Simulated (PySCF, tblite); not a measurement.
**C₃H₄F₃OS radical: geometry, infrared bands and EPR parameters**

What infrared bands and EPR parameters should C₃H₄F₃OS radical (`CO[C](S)C(F)(F)F`) show?

Programs: tblite 0.8.0 and PySCF 2.14.0, with density-fitted response routines of our own. Each step states its level of theory. These are calculated values for one molecule in the gas phase, unless marked as measured. Atoms count from 0, in the outputs and in this text.

**1. The starting structure**

12 atoms, charge 0, multiplicity 2; geometry from: force field or distance geometry start.

Bonds of the start (Å): C0–O1 1.40, O1–C2 1.35, C2–S3 1.79, C2–C4 1.50, C4–F5 1.40, C4–F6 1.37, C4–F7 1.38, C0–H8 1.09, C0–H9 1.12, C0–H10 1.12, S3–H11 1.39.

**2. Optimising the geometry with GFN2-xTB**

Job settings and geometry (Å):

```
{"job": {"kind": "relax", "xc": "GFN2-xTB", "basis": "xTB"}, "charge": 0, "multiplicity": 2}
C      1.735000     0.345700     0.283400
O      0.535900     0.469400     0.994400
C     -0.410100    -0.357700     0.487900
S      0.131000    -1.582500    -0.696500
C     -1.760300     0.237100     0.243000
F     -1.583600     1.279500    -0.673800
F     -2.312200     0.696700     1.406700
F     -2.545400    -0.719900    -0.374400
H      2.500700     1.077900     0.558800
H      1.459900     0.351700    -0.803100
H      2.131100    -0.668000     0.564000
H      0.119000    -1.130600    -2.016200
```

Command:

```sh
OMP_NUM_THREADS=1 python probes_run.py task.json out
```

One launch serves the whole session: the jobs run in the order shown.

The log of the run:

```text
step      E/eV     max force
  0    -812.80321    1.965
  1    -813.00390    1.138
  2    -813.20429    1.147
  3    -813.26594    0.769
  4    -813.37004    0.957
  5    -813.42147    0.960
  6    -813.49214    0.538
  7    -813.52431    0.462
  8    -813.54609    0.331
  9    -813.55924    0.334
 10    -813.57012    0.312
 11    -813.57705    0.280
 12    -813.58265    0.254
 13    -813.58858    0.236
 14    -813.59700    0.270
 15    -813.60964    0.373
 16    -813.62622    0.434
 17    -813.64359    0.370
 18    -813.65972    0.316
 19    -813.67279    0.288
 20    -813.68707    0.393
 21    -813.70966    0.451
 22    -813.73401    0.405
 23    -813.75263    0.437
 24    -813.76973    0.407
 25    -813.76670    0.986
 26    -813.79957    0.613
 27    -813.81281    0.404
 28    -813.82921    0.195
 29    -813.83263    0.170
 30    -813.83749    0.160
 31    -813.84124    0.172
 32    -813.84469    0.206
 33    -813.84727    0.159
 34    -813.85045    0.161
 35    -813.85443    0.156
 36    -813.85934    0.150
 37    -813.86340    0.180
 38    -813.86649    0.168
 39    -813.86877    0.128
 40    -813.87103    0.113
 41    -813.87313    0.112
 42    -813.87472    0.115
 43    -813.87552    0.091
 44    -813.87595    0.070
 45    -813.87632    0.074
 46    -813.87678    0.083
 47    -813.87748    0.085
 48    -813.87870    0.078
 49    -813.87989    0.089
 50    -813.88111    0.104
 51    -813.88229    0.105
 52    -813.88357    0.093
 53    -813.88487    0.083
 54    -813.88605    0.086
 55    -813.88684    0.061
 56    -813.88718    0.051
 57    -813.88743    0.051
 58    -813.88763    0.056
 59    -813.88810    0.059
 60    -813.88854    0.068
 61    -813.88928    0.097
 62    -813.88998    0.089
 63    -813.89064    0.067
 64    -813.89119    0.053
 65    -813.89160    0.049
 66    -813.89188    0.052
 67    -813.89211    0.049
 68    -813.89238    0.055
 69    -813.89277    0.054
 70    -813.89325    0.059
 71    -813.89383    0.078
 72    -813.89457    0.090
 73    -813.89584    0.093
 74    -813.89800    0.124
 75    -813.90078    0.138
 76    -813.90337    0.135
 77    -813.90509    0.121
 78    -813.90106    0.492
 79    -813.90780    0.092
 80    -813.90908    0.091
 81    -813.91015    0.408
 82    -813.91437    0.102
 83    -813.91645    0.108
 84    -813.90996    0.613
 85    -813.92151    0.107
 86    -813.92358    0.095
 87    -813.91874    0.486
 88    -813.92650    0.069
 89    -813.92762    0.065
 90    -813.92885    0.171
 91    -813.92964    0.076
 92    -813.93009    0.036
 93    -813.93037    0.020
 94    -813.93047    0.027
 95    -813.93059    0.042
 96    -813.93073    0.049
 97    -813.93090    0.045
 98    -813.93100    0.034
 99    -813.93108    0.024
100    -813.93114    0.021
101    -813.93117    0.019
102    -813.93119    0.014
103    -813.93121    0.008
```

Run time: 0.33 s. Hardware: 1 thread of AMD EPYC 9R45, shared host.

The steps of the relaxation: (not every step is listed)

```
step  energy from step 0 (eV)  largest force (eV/Å)
   0                   0.0000                1.9647
   1                  -0.2007                1.1383
   2                  -0.4011                1.1467
   3                  -0.4627                0.7687
   4                  -0.5668                0.9567
   5                  -0.6183                0.9600
   6                  -0.6889                0.5376
   7                  -0.7211                0.4623
   8                  -0.7429                0.3313
  17                  -0.8404                0.3700
  26                  -0.9964                0.6133
  35                  -1.0512                0.1556
  44                  -1.0727                0.0697
  53                  -1.0817                0.0825
  62                  -1.0868                0.0894
  71                  -1.0906                0.0784
  80                  -1.1059                0.0914
  89                  -1.1244                0.0649
  98                  -1.1278                0.0342
  99                  -1.1279                0.0245
 100                  -1.1279                0.0212
 101                  -1.1280                0.0187
 102                  -1.1280                0.0137
 103                  -1.1280                0.0079
```

Close pairs (by a distance rule), those that changed most:

```
  bond  before (Å)  after (Å)  change (Å)
 C4–F5       1.399      1.333      -0.066
S3–H11       1.395      1.331      -0.064
 C4–F7       1.383      1.348      -0.036
 C2–S3       1.788      1.753      -0.035
C0–H10       1.124      1.095      -0.029
 C0–H9       1.121      1.094      -0.027
 C4–F6       1.367      1.356      -0.011
 C0–O1       1.400      1.407      +0.007
```

The next job starts from the end point, and lists it.

**3. Vibrational analysis with GFN2-xTB**

Job settings and geometry (Å):

```
{"job": {"kind": "ir", "xc": "GFN2-xTB", "basis": "xTB"}, "charge": 0, "multiplicity": 2}
C      1.946465     0.447486     0.348593
O      0.574776     0.748189     0.436377
C     -0.275272    -0.044173    -0.263725
S      0.148098    -1.710496    -0.603405
C     -1.707659     0.271458     0.018711
F     -1.936507     1.585084     0.006157
F     -2.163483    -0.181061     1.213337
F     -2.523599    -0.280686    -0.900648
H      2.461705     1.241817     0.883457
H      2.277740     0.418747    -0.693374
H      2.160170    -0.518982     0.817214
H     -0.961236    -1.978069    -1.288722
```

The log of the run:

```text
mode    cm-1     km/mol
  1      36.9      0.08
  2      79.6      3.05
  3     146.7      0.84
  4     160.1      1.95
  5     190.9     11.78
  6     230.9      3.08
  7     258.1     36.47
  8     335.6      5.47
  9     361.6      6.75
 10     413.2      4.57
 11     495.6      3.21
 12     516.1      9.13
 13     568.9     24.95
 14     675.3      7.34
 15     861.1     39.08
 16     927.9    270.39
 17     994.3    135.97
 18    1023.7     80.49
 19    1074.2    181.06
 20    1108.8     10.15
 21    1133.0    125.30
 22    1192.5    138.19
 23    1285.2    218.44
 24    1398.1      9.07
 25    1445.8     16.65
 26    1456.4     10.40
 27    2438.5     45.25
 28    2937.9     16.59
 29    2957.3     12.36
 30    3043.6      3.14
```

Wall time 0.19 s (1 thread of AMD EPYC 9R45, shared host).

Which atoms move in the most intense modes:

```
cm⁻¹  km/mol                               atoms
 928   270.4           C4 51 %, F6 24 %, C2 11 %
 994   136.0           C4 37 %, C2 24 %, F7 12 %
1024    80.5  C0 29 %, O1 25 %, C2 20 %, H8 15 %
1074   181.1                    C4 70 %, F5 13 %
1133   125.3  H8 22 %, C0 20 %, C4 18 %, O1 15 %
1192   138.2  C4 33 %, C2 26 %, O1 11 %, H8 10 %
1285   218.4                    C2 53 %, O1 30 %
2438    45.2                            H11 97 %
```

**4. g tensor and hyperfine couplings: B3LYP/pcH-1**

The job, as its differences from that of step 3:

```diff
@@ -1,2 +1,2 @@
-{"job": {"kind": "ir", "xc": "GFN2-xTB", "basis": "xTB"}, "charge": 0, "multiplicity": 2}
+{"job": {"kind": "epr", "basis": "pcH-1"}, "charge": 0, "multiplicity": 2}
 C      1.946465     0.447486     0.348593
```

Level: UKS B3LYP, pcH-1 on C F H O S, non-relativistic, mean-field spin-orbit, GIAO.

The log of the run:

```text
UKS, coarse grid
  cycle   1  E = -889.45525097  |g| = 7.47e-01
  cycle   2  E = -889.12628069  |g| = 1.28e+00
  cycle   3  E = -889.62941090  |g| = 1.03e-01
  cycle   4  E = -889.63170618  |g| = 7.19e-02
  cycle   5  E = -889.63344058  |g| = 1.09e-02
  cycle   6  E = -889.63347766  |g| = 5.47e-03
  cycle   7  E = -889.63349317  |g| = 1.61e-03
  cycle   8  E = -889.63349489  |g| = 7.34e-04
UKS, final grid
  cycle   1  E = -889.63352337  |g| = 8.69e-04
  cycle   2  E = -889.63352295  |g| = 1.32e-03
  cycle   3  E = -889.63352371  |g| = 1.22e-04
  cycle   4  E = -889.63352372  |g| = 3.51e-05
  cycle   5  E = -889.63352372  |g| = 2.13e-05
E = -889.63352372 Eh   <S^2> = 0.7536 (exact 0.7500)
g shifts (ppm)      1          2          3
  rmc          -230       -230       -230
  gc              2         60         49
  oz_so        -101       1822       5200
  total        -329       1652       5019
hyperfine (MHz)  atom isotope    a_iso     a_fc   dipolar eigenvalues
    0   13C      -3.87      -3.88     -1.65     -0.76      2.40
    1   17O     -21.10     -21.04    -63.23     30.18     33.05
    2   13C     197.01     196.70    -66.24    -65.59    131.83
    3   33S       4.77       5.07    -20.42    -15.70     36.12
    4   13C      -0.63      -0.63     -4.03     -3.43      7.46
    5   19F      11.86      11.96    -13.48    -12.14     25.62
    6   19F     131.25     131.09    -67.21    -63.96    131.18
    7   19F      13.74      13.71    -14.77    -13.32     28.09
    8    1H      -1.60      -1.61     -2.94     -2.50      5.44
    9    1H      19.87      19.87     -3.64     -3.10      6.74
   10    1H      12.45      12.44     -3.33     -2.34      5.67
   11    1H       3.33       3.30     -4.12     -2.58      6.70
```

Run time: 31 s. Hardware: 1 thread of AMD EPYC 9R45, shared host; peak memory 0.89 GiB.

Principal g values 2.00199, 2.00397, 2.00734; g(iso) = 2.00443, against 2.00232 for a free electron.

Hyperfine couplings; where a row names several nuclei, a(iso) is their mean (it holds for fast rotation or exchange) and the dipolar term the largest among them:

```
     nuclei  isotope  a(iso) (MHz)  a(iso) (G, at g = 2.0023)  largest dipolar term (MHz)
         C2      13C         197.0                       70.3                       131.8
 F5, F6, F7      19F          52.3                       18.7                       131.2
         O1      17O         -21.1                       -7.5                       -63.2
H8, H9, H10       1H          10.2                        3.7                         6.7
         S3      33S           4.8                        1.7                        36.1
         C0      13C          -3.9                       -1.4                         2.4
        H11       1H           3.3                        1.2                         6.7
         C4      13C          -0.6                       -0.2                         7.5
```

Mulliken spin populations:

```
atom  value (e)
  C0      -0.01
  O1       0.12
  C2       0.71
  S3       0.14
  C4       0.00
  F5       0.00
  F6       0.02
  F7       0.00
  H8       0.00
  H9       0.01
 H10       0.01
 H11       0.00
```

In first order the couplings over 0.8 MHz of 19F, 1H give 32 distinct lines over 68.1 G, if the averaged nuclei exchange fast; the same motion can average rows kept apart here too.

Orbitals, density, ELF and potential are computed afterwards from the orbital file.

ELF in a plane through or near 7 of the atoms.

Values, 10 rows by 14 columns:
```
0.00 0.00 0.00 0.00 0.00 0.00 0.00 0.00 0.00 0.00 0.00 0.00 0.00 0.00
0.00 0.00 0.00 0.00 0.00 0.00 0.00 0.00 0.00 0.00 0.00 0.00 0.00 0.00
0.00 0.00 0.00 0.03 0.00 0.00 0.02 0.00 0.31 0.51 0.24 0.00 0.00 0.00
0.00 0.00 0.87 1.00 0.38 0.27 0.84 0.04 0.41 0.73 0.27 0.01 0.00 0.00
0.00 0.00 0.89 0.99 0.83 0.72 0.34 0.29 0.64 0.12 0.19 0.18 0.02 0.00
0.00 0.00 0.03 0.21 0.36 0.41 0.33 0.28 0.71 0.36 0.82 0.78 0.08 0.00
0.00 0.00 0.00 0.06 0.21 0.04 0.59 0.37 0.48 0.05 0.27 0.21 0.00 0.00
0.00 0.00 0.00 0.00 0.01 0.56 0.95 0.21 0.93 0.99 0.35 0.00 0.00 0.00
0.00 0.00 0.00 0.00 0.00 0.24 0.59 0.39 0.13 0.35 0.03 0.00 0.00 0.00
0.00 0.00 0.00 0.00 0.00 0.00 0.00 0.00 0.00 0.00 0.00 0.00 0.00 0.00
```
The map spans 10.6 Å across and 9.4 Å up, centred on the molecule. Atoms in the plane (x, y in Å): C0 (-2.0, 0.2), O1 (-0.7, 0.7), C2 (0.3, -0.1), S3 (0.2, -1.8), C4 (1.6, 0.6), H8 (-2.7, 1.0), H11 (1.4, -2.1).

log10 of the density (e/Å³) in the same plane.

Ten even steps from '0' (-4.0) to '9' (1.5):
```
0000000000000000000000000000
0000000000000000000000000000
0000000000000000011000000000
0000000000000002233321000000
0000112221222224455543100000
0001233333344445566654200000
0012345555566555677754310000
0012456766678755677654421000
0013467777799766788765542000
0012456799777777777777653100
0012345777666787766787653100
0001245666556777655666542000
0001234455556777655555431000
0000123344466797766543310000
0000011233466777776532100000
0000000123456666665431100000
0000000012344554443321000000
0000000001233333322210000000
0000000000011211110000000000
0000000000000000000000000000
```
The map spans 10.6 Å across and 9.4 Å up, centred on the molecule. Atoms in the plane (x, y in Å): C0 (-2.0, 0.2), O1 (-0.7, 0.7), C2 (0.3, -0.1), S3 (0.2, -1.8), C4 (1.6, 0.6), H8 (-2.7, 1.0), H11 (1.4, -2.1).

On the surface of density 0.002 e/bohr³ the electrostatic potential runs, from the 1st to the 99th percentile, from -0.89 V near O1 to 1.56 V near H11.

The spin density lies nearest to C2 56 %; S3 16 %; O1 15 %.

**5. Results**

| quantity | value |
| --- | --- |
| strongest single infrared mode (GFN2-xTB) | 928 cm⁻¹, 270 km/mol |
| zero-point energy (GFN2-xTB) | 42.5 kcal/mol |
| g(iso) (B3LYP) | 2.00443 |
| ⟨S²⟩ | 0.754 (exact 0.75) |
| largest a(iso) (averaged by class) | 13C on C2, 197.0 MHz |
| potential on the surface of density 0.002 e/bohr³, 1st and 99th percentile | -0.89 V and 1.56 V |

In words: Relaxing lowered the energy by 1.128 eV in 103 steps; the close pair that moved most is C4–F5, from 1.399 to 1.333 Å. All 30 modes are real, so the xTB geometry is a minimum. The strongest single mode, at 928 cm⁻¹, moves mainly C4. Unscaled tight-binding wavenumbers are off by several per cent, some by more. Its intensities can rank the bands wrongly. C2 carries the largest spin population, 0.71 e. The isotropic g lies 2.1 ppt above the free-electron value. These values are for one conformer; the search (at its own cheap level) found 2 more, at 1.31, 1.93 kcal/mol, and measured spectra average over such forms.
